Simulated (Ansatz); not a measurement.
# Pt: energy and stress against strain

The task, for Pt: strain the cell along the Voigt pattern (0, 0, 0, 0, 0, 1).

Program: Ansatz 0.2.0. Level of theory: DFT r2SCAN, scalar-relativistic, plane waves, PAW. These are calculated values, not measurements.

**1. The structure to begin with**

The structure is cubic, space group Im-3m (No. 229). The conventional cell has a = 3.168 Å, b = 3.168 Å, c = 3.168 Å, α = 90.00°, β = 90.00°, γ = 90.00°. Pt (site symmetry m-3m) has 8 Pt at 2.74 Å in its first shell of neighbours.

Coordinates:

```
CELL_PARAMETERS angstrom
-1.58422 1.58422 1.58422
1.58422 -1.58422 1.58422
1.58422 1.58422 -1.58422
ATOMIC_POSITIONS crystal
Pt 0.00000 0.00000 0.00000
```

It goes back to an entry of the Materials Project, which need not be the stable form.

The cell is taken as given, not relaxed at this level.

**2. The reference cell**

The reference gives a free energy of -12536.6894 eV, pressure -6.49 GPa, largest force 0.000 eV/Å and gap on the mesh none (metal). It was computed beforehand with the settings of the runs below.

**3. The scan: energy and stress against strain**

The cell is strained by ε times the Voigt pattern (0, 0, 0, 0, 0, 1) (xx, yy, zz, yz, xz, xy; engineering shear), with fractional coordinates fixed (clamped ions). The stress on the pattern is the sum of the stress components weighted by it, tension positive.

**4. ε = -0.0200**

input.yaml

```yaml
crystal:
  lattice:
    - [-1.6000622, 1.6000622, 1.58422]
    - [1.6000622, -1.6000622, 1.58422]
    - [1.5683778, 1.5683778, -1.58422]
  atoms:
    - { symbol: Pt, position: [0.0, 0.0, 0.0] }
basis:
  ecutwfc: 500
kpoints:
  mp_grid: { grid: [22, 22, 22] }
hamiltonian:
  xc: r2scan
scf:
  occupations: { method: gaussian, width: 0.15 }
output:
  forces: true
  stress: true
  eigenvalues: true
```

Launch:

```console
ansatz run input.yaml --threads 1 --pin off --max-ram 2560MiB --backend cpu --events-out ev --progress --plain --runs-dir out
```

Output (excerpt; [...] marks lines left out):

```text
Warning: RAYON_NUM_THREADS=1 ignored (pool sized by the plan → 1); use --threads N
[...]
Pseudopotentials: kind: paw
Pseudopotential: Pt, paw, valence charge 18, recommended cutoff 500 eV (meta_gga), Pt.paw.azcp
Functional definition: r2SCAN
[...]
Crystal: 1 atoms, lattice volume = 15.902 Å³
Basis set: ecut = 500 eV, 381 PW (Γ), exchange–correlation on 96×96×80 points (64 copies of the dense FFT grid, shifted against one another)
Bands: 13, of which v1, the nominal top of the filled ones, is band 9 counted from 1 (8 counted from 0)
Symmetry: 8 space group operations
Space group: Fmmm (ITA 69), of the structure as read, at distance tolerance 2.5e-5 Å
k-points: 1530 of 10648
[...]
SCF iter   1: F=—  HF=-12536.682741 eV  |F-HF|=—  |Δ(HF+E_count)|=         —  Δρ=1.54e-2  dr2=3.27e-2  dr2_τ=1.59e-2  ethr=1.77e-3  ⟨swp⟩=5.0  Hψ=107080  notcnv=0
[...]
SCF iter   6: F=-12536.686625 eV  HF=-12536.686625 eV  |F-HF|=4.01e-8  |Δ(HF+E_count)|=   1.60e-7  Δρ=2.16e-5  dr2=2.25e-8  dr2_τ=4.06e-9  ethr=5.56e-10  ⟨swp⟩=5.0  Hψ=83766  notcnv=0
[...]
SCF converged after 6 iterations
Free energy (F): -12536.686625 eV
[...]
E sigma→0 (E₀):  -12536.680341 eV
Entropy (-TS):   -0.012569 eV (-12.569 meV/atom)
Fermi energy:    21.334694 eV
[...]
--- Forces (eV/Å), atoms counted from 1 ---
  atom   1  Pt     0.00000000     0.00000000     0.00000000
[...]
--- Stress (GPa, compression-positive) ---
       -6.373092       2.822951       0.000000
        2.822951      -6.373092      -0.000000
        0.000000      -0.000000      -6.322767
  P = ⅓ Tr σ = -6.3563 GPa (-63.563 kbar)
--- Band table (eV; the first three rows and the last of 1530) ---
  k-point 0: bands = ["-78.7513", "-32.1665", "-32.1616", "-32.1570", "11.7045", "17.6252", "17.7649", "17.9165", "20.2484", "20.2550", "39.1178", "39.3026", "39.4754"]
[...]
```

Run time: 30 s. Hardware: 1 thread of Arm Neoverse V2, shared host; peak memory 0.66 GiB.

**5. At ε = 0.0150**

Edit input.yaml of step 4 so:

```diff
@@ -2,5 +2,5 @@
   lattice:
-    - [-1.6000622, 1.6000622, 1.58422]
-    - [1.6000622, -1.6000622, 1.58422]
-    - [1.5683778, 1.5683778, -1.58422]
+    - [-1.57233835, 1.57233835, 1.58422]
+    - [1.57233835, -1.57233835, 1.58422]
+    - [1.59610165, 1.59610165, -1.58422]
   atoms:
```

Launch:

```console
ansatz run input.yaml --threads 1 --pin off --max-ram 2560MiB --backend cpu --events-out ev --progress --plain --runs-dir out
```

Output (excerpt; [...] marks lines left out):

```text
[...]
SCF converged after 6 iterations
Free energy (F): -12536.687824 eV
[...]
E sigma→0 (E₀):  -12536.681552 eV
Entropy (-TS):   -0.012544 eV (-12.544 meV/atom)
Fermi energy:    21.333410 eV
[...]
--- Forces (eV/Å), atoms counted from 1 ---
  atom   1  Pt     0.00000000     0.00000000     0.00000000
[...]
--- Stress (GPa, compression-positive) ---
       -6.423446      -2.118023       0.000000
       -2.118023      -6.423446      -0.000000
        0.000000       0.000000      -6.395428
  P = ⅓ Tr σ = -6.4141 GPa (-64.141 kbar)
--- Band table (eV; the first three rows and the last of 1530) ---
  k-point 0: bands = ["-78.7525", "-32.1666", "-32.1629", "-32.1595", "11.7037", "17.6610", "17.7669", "17.8795", "20.2464", "20.2501", "39.1628", "39.3002", "39.4309"]
[...]
```

It took 30 s on 1 thread of Arm Neoverse V2, shared host; peak memory 0.65 GiB.

**6. At ε = -0.0100**

Edit input.yaml of step 5 so:

```diff
@@ -2,5 +2,5 @@
   lattice:
-    - [-1.57233835, 1.57233835, 1.58422]
-    - [1.57233835, -1.57233835, 1.58422]
-    - [1.59610165, 1.59610165, -1.58422]
+    - [-1.5921411, 1.5921411, 1.58422]
+    - [1.5921411, -1.5921411, 1.58422]
+    - [1.5762989, 1.5762989, -1.58422]
   atoms:
```

Launch:

```console
ansatz run input.yaml --threads 1 --pin off --max-ram 2560MiB --backend cpu --events-out ev --progress --plain --runs-dir out
```

Output (excerpt; [...] marks lines left out):

```text
Warning: RAYON_NUM_THREADS=1 ignored (pool sized by the plan → 1); use --threads N
[...]
Pseudopotentials: kind: paw
Pseudopotential: Pt, paw, valence charge 18, recommended cutoff 500 eV (meta_gga), Pt.paw.azcp
Functional definition: r2SCAN
[...]
Crystal: 1 atoms, lattice volume = 15.904 Å³
Basis set: ecut = 500 eV, 381 PW (Γ), exchange–correlation on 96×96×80 points (64 copies of the dense FFT grid, shifted against one another)
Bands: 13, of which v1, the nominal top of the filled ones, is band 9 counted from 1 (8 counted from 0)
Symmetry: 8 space group operations
Space group: Fmmm (ITA 69), of the structure as read, at distance tolerance 2.5e-5 Å
k-points: 1530 of 10648
[...]
SCF iter   1: F=—  HF=-12536.684788 eV  |F-HF|=—  |Δ(HF+E_count)|=         —  Δρ=1.54e-2  dr2=3.27e-2  dr2_τ=1.59e-2  ethr=1.77e-3  ⟨swp⟩=5.0  Hψ=107144  notcnv=0
[...]
SCF iter   6: F=-12536.688680 eV  HF=-12536.688680 eV  |F-HF|=3.33e-9  |Δ(HF+E_count)|=   4.40e-7  Δρ=1.47e-5  dr2=9.71e-9  dr2_τ=1.84e-8  ethr=5.56e-10  ⟨swp⟩=5.4  Hψ=86757  notcnv=0
[...]
SCF converged after 6 iterations
Free energy (F): -12536.688680 eV
[...]
E sigma→0 (E₀):  -12536.682418 eV
Entropy (-TS):   -0.012524 eV (-12.524 meV/atom)
Fermi energy:    21.332450 eV
[...]
--- Forces (eV/Å), atoms counted from 1 ---
  atom   1  Pt     0.00000000    -0.00000000     0.00000000
[...]
--- Stress (GPa, compression-positive) ---
       -6.459045       1.412314      -0.000000
        1.412314      -6.459045       0.000000
       -0.000000      -0.000000      -6.446702
  P = ⅓ Tr σ = -6.4549 GPa (-64.549 kbar)
--- Band table (eV; the first three rows and the last of 1530) ---
  k-point 0: bands = ["-78.7533", "-32.1663", "-32.1639", "-32.1616", "11.7031", "17.6969", "17.7682", "17.8425", "20.2450", "20.2466", "39.2078", "39.2987", "39.3865"]
[...]
```

Wall time 31 s (1 thread of Arm Neoverse V2, shared host); peak memory 0.66 GiB.

**7. Point ε = 0.0050**

Edit input.yaml of step 6 so:

```diff
@@ -2,5 +2,5 @@
   lattice:
-    - [-1.5921411, 1.5921411, 1.58422]
-    - [1.5921411, -1.5921411, 1.58422]
-    - [1.5762989, 1.5762989, -1.58422]
+    - [-1.58025945, 1.58025945, 1.58422]
+    - [1.58025945, -1.58025945, 1.58422]
+    - [1.58818055, 1.58818055, -1.58422]
   atoms:
```

Launch:

```console
ansatz run input.yaml --threads 1 --pin off --max-ram 2560MiB --backend cpu --events-out ev --progress --plain --runs-dir out
```

Output (excerpt; [...] marks lines left out):

```text
[...]
SCF converged after 6 iterations
Free energy (F): -12536.689193 eV
[...]
E sigma→0 (E₀):  -12536.682938 eV
Entropy (-TS):   -0.012511 eV (-12.511 meV/atom)
Fermi energy:    21.331898 eV
[...]
--- Forces (eV/Å), atoms counted from 1 ---
  atom   1  Pt     0.00000000     0.00000000     0.00000000
[...]
--- Stress (GPa, compression-positive) ---
       -6.480388      -0.706235       0.000000
       -0.706235      -6.480388      -0.000000
        0.000000      -0.000000      -6.477328
  P = ⅓ Tr σ = -6.4794 GPa (-64.794 kbar)
--- Band table (eV; the first three rows and the last of 1530) ---
  k-point 0: bands = ["-78.7538", "-32.1657", "-32.1645", "-32.1633", "11.7027", "17.7330", "17.7691", "17.8058", "20.2441", "20.2445", "39.2526", "39.2976", "39.3419"]
[...]
```

Wall time 31 s (1 thread of Arm Neoverse V2, shared host); peak memory 0.65 GiB.

**8. ε = 0.0175**

Edit input.yaml of step 7 so:

```diff
@@ -2,5 +2,5 @@
   lattice:
-    - [-1.58025945, 1.58025945, 1.58422]
-    - [1.58025945, -1.58025945, 1.58422]
-    - [1.58818055, 1.58818055, -1.58422]
+    - [-1.570358075, 1.570358075, 1.58422]
+    - [1.570358075, -1.570358075, 1.58422]
+    - [1.598081925, 1.598081925, -1.58422]
   atoms:
```

Launch:

```console
ansatz run input.yaml --threads 1 --pin off --max-ram 2560MiB --backend cpu --events-out ev --progress --plain --runs-dir out
```

Output (excerpt; [...] marks lines left out):

```text
Warning: RAYON_NUM_THREADS=1 ignored (pool sized by the plan → 1); use --threads N
[...]
Pseudopotentials: kind: paw
Pseudopotential: Pt, paw, valence charge 18, recommended cutoff 500 eV (meta_gga), Pt.paw.azcp
Functional definition: r2SCAN
[...]
Crystal: 1 atoms, lattice volume = 15.903 Å³
Basis set: ecut = 500 eV, 381 PW (Γ), exchange–correlation on 80×80×96 points (64 copies of the dense FFT grid, shifted against one another)
Bands: 13, of which v1, the nominal top of the filled ones, is band 9 counted from 1 (8 counted from 0)
Symmetry: 8 space group operations
Space group: Fmmm (ITA 69), of the structure as read, at distance tolerance 2.5e-5 Å
k-points: 1530 of 10648
[...]
SCF iter   1: F=—  HF=-12536.683397 eV  |F-HF|=—  |Δ(HF+E_count)|=         —  Δρ=1.54e-2  dr2=3.27e-2  dr2_τ=1.59e-2  ethr=1.77e-3  ⟨swp⟩=5.0  Hψ=107468  notcnv=0
[...]
SCF iter   6: F=-12536.687267 eV  HF=-12536.687267 eV  |F-HF|=3.82e-8  |Δ(HF+E_count)|=   1.62e-7  Δρ=2.13e-5  dr2=2.20e-8  dr2_τ=3.80e-9  ethr=5.56e-10  ⟨swp⟩=5.0  Hψ=83861  notcnv=0
[...]
SCF converged after 6 iterations
Free energy (F): -12536.687267 eV
[...]
E sigma→0 (E₀):  -12536.680989 eV
Entropy (-TS):   -0.012556 eV (-12.556 meV/atom)
Fermi energy:    21.334007 eV
[...]
--- Forces (eV/Å), atoms counted from 1 ---
  atom   1  Pt     0.00000000    -0.00000000    -0.00000000
[...]
--- Stress (GPa, compression-positive) ---
       -6.400113      -2.470611      -0.000000
       -2.470611      -6.400113      -0.000000
       -0.000000       0.000000      -6.361785
  P = ⅓ Tr σ = -6.3873 GPa (-63.873 kbar)
--- Band table (eV; the first three rows and the last of 1530) ---
  k-point 0: bands = ["-78.7520", "-32.1666", "-32.1623", "-32.1583", "11.7040", "17.6431", "17.7660", "17.8980", "20.2474", "20.2524", "39.1403", "39.3013", "39.4531"]
[...]
```

It took 29 s on 1 thread of Arm Neoverse V2, shared host; peak memory 0.65 GiB.

**9. At ε = 0.0125**

Edit input.yaml of step 8 so:

```diff
@@ -2,5 +2,5 @@
   lattice:
-    - [-1.570358075, 1.570358075, 1.58422]
-    - [1.570358075, -1.570358075, 1.58422]
-    - [1.598081925, 1.598081925, -1.58422]
+    - [-1.574318625, 1.574318625, 1.58422]
+    - [1.574318625, -1.574318625, 1.58422]
+    - [1.594121375, 1.594121375, -1.58422]
   atoms:
```

Launch:

```console
ansatz run input.yaml --threads 1 --pin off --max-ram 2560MiB --backend cpu --events-out ev --progress --plain --runs-dir out
```

Output (excerpt; [...] marks lines left out):

```text
[...]
SCF converged after 6 iterations
Free energy (F): -12536.688295 eV
[...]
E sigma→0 (E₀):  -12536.682028 eV
Entropy (-TS):   -0.012533 eV (-12.533 meV/atom)
Fermi energy:    21.332865 eV
[...]
--- Forces (eV/Å), atoms counted from 1 ---
  atom   1  Pt    -0.00000000     0.00000000     0.00000000
[...]
--- Stress (GPa, compression-positive) ---
       -6.442996      -1.765226       0.000000
       -1.765226      -6.442996      -0.000000
        0.000000      -0.000000      -6.423630
  P = ⅓ Tr σ = -6.4365 GPa (-64.365 kbar)
--- Band table (eV; the first three rows and the last of 1530) ---
  k-point 0: bands = ["-78.7530", "-32.1665", "-32.1635", "-32.1606", "11.7034", "17.6788", "17.7676", "17.8609", "20.2456", "20.2482", "39.1854", "39.2994", "39.4088"]
[...]
```

Run time: 30 s. Hardware: 1 thread of Arm Neoverse V2, shared host; peak memory 0.65 GiB.

**10. At ε = 0.0075**

Edit input.yaml of step 9 so:

```diff
@@ -2,5 +2,5 @@
   lattice:
-    - [-1.574318625, 1.574318625, 1.58422]
-    - [1.574318625, -1.574318625, 1.58422]
-    - [1.594121375, 1.594121375, -1.58422]
+    - [-1.578279175, 1.578279175, 1.58422]
+    - [1.578279175, -1.578279175, 1.58422]
+    - [1.590160825, 1.590160825, -1.58422]
   atoms:
```

Launch:

```console
ansatz run input.yaml --threads 1 --pin off --max-ram 2560MiB --backend cpu --events-out ev --progress --plain --runs-dir out
```

Output (excerpt; [...] marks lines left out):

```text
[...]
SCF converged after 6 iterations
Free energy (F): -12536.688980 eV
[...]
E sigma→0 (E₀):  -12536.682721 eV
Entropy (-TS):   -0.012516 eV (-12.516 meV/atom)
Fermi energy:    21.332128 eV
[...]
--- Forces (eV/Å), atoms counted from 1 ---
  atom   1  Pt    -0.00000000     0.00000000     0.00000000
[...]
--- Stress (GPa, compression-positive) ---
       -6.471505      -1.059303      -0.000000
       -1.059303      -6.471505       0.000000
        0.000000       0.000000      -6.464596
  P = ⅓ Tr σ = -6.4692 GPa (-64.692 kbar)
--- Band table (eV; the first three rows and the last of 1530) ---
  k-point 0: bands = ["-78.7536", "-32.1660", "-32.1642", "-32.1625", "11.7029", "17.7149", "17.7687", "17.8242", "20.2445", "20.2454", "39.2302", "39.2981", "39.3642"]
[...]
```

Wall time 30 s (1 thread of Arm Neoverse V2, shared host); peak memory 0.65 GiB.

**11. At ε = 0.0025**

Edit input.yaml of step 10 so:

```diff
@@ -2,5 +2,5 @@
   lattice:
-    - [-1.578279175, 1.578279175, 1.58422]
-    - [1.578279175, -1.578279175, 1.58422]
-    - [1.590160825, 1.590160825, -1.58422]
+    - [-1.582239725, 1.582239725, 1.58422]
+    - [1.582239725, -1.582239725, 1.58422]
+    - [1.586200275, 1.586200275, -1.58422]
   atoms:
```

Launch:

```console
ansatz run input.yaml --threads 1 --pin off --max-ram 2560MiB --backend cpu --events-out ev --progress --plain --runs-dir out
```

Output (excerpt; [...] marks lines left out):

```text
Warning: RAYON_NUM_THREADS=1 ignored (pool sized by the plan → 1); use --threads N
[...]
Pseudopotentials: kind: paw
Pseudopotential: Pt, paw, valence charge 18, recommended cutoff 500 eV (meta_gga), Pt.paw.azcp
Functional definition: r2SCAN
[...]
Crystal: 1 atoms, lattice volume = 15.904 Å³
Basis set: ecut = 500 eV, 381 PW (Γ), exchange–correlation on 80×80×96 points (64 copies of the dense FFT grid, shifted against one another)
Bands: 13, of which v1, the nominal top of the filled ones, is band 9 counted from 1 (8 counted from 0)
Symmetry: 8 space group operations
Space group: Fmmm (ITA 69), of the structure as read, at distance tolerance 2.5e-5 Å
k-points: 1530 of 10648
[...]
SCF iter   1: F=—  HF=-12536.685422 eV  |F-HF|=—  |Δ(HF+E_count)|=         —  Δρ=1.54e-2  dr2=3.27e-2  dr2_τ=1.59e-2  ethr=1.77e-3  ⟨swp⟩=5.0  Hψ=107431  notcnv=0
[...]
SCF iter   6: F=-12536.689321 eV  HF=-12536.689321 eV  |F-HF|=3.03e-9  |Δ(HF+E_count)|=   4.38e-7  Δρ=1.48e-5  dr2=9.35e-9  dr2_τ=1.96e-8  ethr=5.56e-10  ⟨swp⟩=5.3  Hψ=86562  notcnv=0
[...]
SCF converged after 6 iterations
Free energy (F): -12536.689321 eV
[...]
E sigma→0 (E₀):  -12536.683067 eV
Entropy (-TS):   -0.012508 eV (-12.508 meV/atom)
Fermi energy:    21.331760 eV
[...]
--- Forces (eV/Å), atoms counted from 1 ---
  atom   1  Pt     0.00000000     0.00000000     0.00000000
[...]
--- Stress (GPa, compression-positive) ---
       -6.485718      -0.353119      -0.000000
       -0.353119      -6.485718      -0.000000
        0.000000      -0.000000      -6.484955
  P = ⅓ Tr σ = -6.4855 GPa (-64.855 kbar)
--- Band table (eV; the first three rows and the last of 1530) ---
  k-point 0: bands = ["-78.7539", "-32.1652", "-32.1646", "-32.1640", "11.7026", "17.7512", "17.7693", "17.7876", "20.2439", "20.2440", "39.2750", "39.2974", "39.3196"]
[...]
```

It took 30 s on 1 thread of Arm Neoverse V2, shared host; peak memory 0.65 GiB.

**12. The scan collected**

The scan, with free energies counted from the undisturbed cell:

```
      ε  ΔE (meV/atom)  stress on the pattern (GPa)  pressure (GPa)
-0.0200            2.7                        -2.82            -6.4
-0.0100            0.7                        -1.41            -6.5
 0.0000            0.0                         0.00            -6.5
 0.0025            0.0                         0.35            -6.5
 0.0050            0.2                         0.71            -6.5
 0.0075            0.4                         1.06            -6.5
 0.0125            1.1                         1.77            -6.4
 0.0150            1.5                         2.12            -6.4
 0.0175            2.1                         2.47            -6.4
```

Not run, since symmetry makes them alike: 0.0200 repeats -0.0200, -0.0150 repeats 0.0150, 0.0100 repeats -0.0100, -0.0050 repeats 0.0050. Energy, pressure and gap are the same there.

**13. Outcome**

```
                                                              quantity    value
slope of the stress at ε = 0, from the points at -0.0100, 0 and 0.0025  141 GPa
```

**Reading.** The slope of the stress at zero strain, 141 GPa, estimates C66 with clamped ions in this Cartesian frame. The reference stands under -6.5 GPa, so this is no zero-stress constant. No sampled point lies below the undisturbed cell. The runs treat Pt without spin-orbit coupling.
